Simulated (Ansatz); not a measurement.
# Be3S2: the cost of one run

Method: DFT PBE, scalar-relativistic, plane waves, PAW, in Ansatz 0.2.0.

1 further run of the same task is left out (it didn't finish).

### 1 Starting point

It takes space group P4/mmm (No. 123, tetragonal). Conventional cell: a = 2.300 Å, b = 2.300 Å, c = 6.900 Å, α = 90.00°, β = 90.00°, γ = 90.00°. Be (site symmetry 4mm) is surrounded by 4 S at 1.99 Å. Around Be (site symmetry 4/mmm) lie 8 S at 1.99 Å. S (site symmetry 4mm) has 8 Be at 1.99 Å as nearest neighbours.

Structure file:

```
Be S
1.0
     2.30012    0.00000    0.00000
     0.00000    2.30012    0.00000
     0.00000    0.00000    6.90035
Be S
3 2
Direct
  0.00000 0.00000 0.66667
  0.00000 0.00000 0.00000
  0.00000 0.00000 0.33333
  0.50000 0.50000 0.83333
  0.50000 0.50000 0.16667
```

A structure generator made this guess: ordered vacancies on the anion sites of caesium chloride (P4/mmm, No. 123). The dimensions are guesses.

### 2 A first look at the guess

input.yaml

```yaml
crystal:
  lattice:
    - [2.3001181, 0.0, 0.0]
    - [0.0, 2.3001181, 0.0]
    - [0.0, 0.0, 6.90035431]
  atoms:
    - { symbol: Be, position: [0.0, 0.0, 0.66666667] }
    - { symbol: Be, position: [0.0, 0.0, 0.0] }
    - { symbol: Be, position: [0.0, 0.0, 0.33333333] }
    - { symbol: S, position: [0.5, 0.5, 0.83333333] }
    - { symbol: S, position: [0.5, 0.5, 0.16666667] }
basis:
  ecutwfc: 420
kpoints:
  mp_grid: { grid: [8, 8, 4] }
hamiltonian:
  xc: pbe
scf:
  occupations: { method: gaussian, width: 0.1 }
  lower_state_search: "off"
output:
  forces: true
  stress: true
  eigenvalues: true
```

On the command line:

```bash
ansatz run input.yaml --threads 1 --pin off --max-ram 2048MiB --backend cpu --events-out ev --progress --plain --runs-dir out
```

**Question.** How long does this run take on 1 thread of Arm Neoverse V1, shared host, and how much memory does it need?

About 2.5 s, with a peak of 0.29 GiB.
